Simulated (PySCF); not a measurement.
# The bond of GaSn, level by level

The task here is to estimate one member of a computed series from the others.

The runs use PySCF 2.14.0; Ga def2-SVP, Sn def2-SVP with ECP28, scalar-relativistic core potentials.

Set-up of the first run:

Settings of the job:

| Item | Value |
| --- | --- |
| atoms | Ga, Sn |
| charge | 0 |
| basis | Ga def2-SVP, Sn def2-SVP with ECP28 |
| Hamiltonian | scalar-relativistic core potentials |
| basis functions | 58 |
| electrons treated | 53 |
| masses in u | 68.9256, 119.9022 |
| levels | PBE0, PBE, r²SCAN, LDA, MN15, r²SCAN0, CAM-B3LYP, HF, MP2, SCS-MP2 |
| grid | 80 radial by 434 angular points |
| occupations | held fixed by the projection of orbital angular momentum |
| dissociation limit | Ga + Sn, each in its ground configuration |
| starting distance in angstrom | 2.555 |
| values of 2S to try | 1, 3 |

Command:

```
> OMP_NUM_THREADS=1 python dia.py task.json out
```

Steps of the session up to this table: The job; The PBE0 curve of the state that the search chose; Higher solutions at PBE0; PBE; r²SCAN; LDA; MN15 (hybrid meta-GGA); r²SCAN0 (hybrid meta-GGA); CAM-B3LYP; UHF (mean field).

One of the session's tables, all rows but one given; the rest of the session is left out.

It belongs to the step «The curves together». Energy (eV) from each level's lowest point:

```
R (Å)    UHF  UHF-MP2  UHF-SCS-MP2    LDA    PBE
2.295  0.816    0.629        0.664  0.507  0.676
2.401  0.412    0.268        0.291  0.199  0.309
2.508  0.171    0.077        0.091  0.045  0.106
2.588  0.069    0.014        0.021  0.000  0.029
2.668  0.015    0.000        0.000  0.000  0.000
2.748  0.000    0.023        0.017  0.032  0.006
2.855  0.023    0.096        0.081  0.111  0.055
2.988      ?        ?            ?      ?      ?
3.148  0.227    0.432        0.388  0.434  0.315
3.362  0.421    0.720        0.649  0.701  0.548
```

Q: Estimate the row for R (Å) = 2.988 from the others.

Worked estimate for «UHF». A straight line through the neighbours (2.855, 0.023) and (3.148, 0.227) gives 0.023 + (0.227 − 0.023) × (2.988 − 2.855) / (3.148 − 2.855) = 0.116; a parabola fitted to 4 rows on both sides gives 0.105.

The run gave: UHF: 0.098; UHF-MP2: 0.232; UHF-SCS-MP2: 0.205; LDA: 0.245; PBE: 0.157. In «UHF» the line misses by +0.018 and the parabola by +0.007.
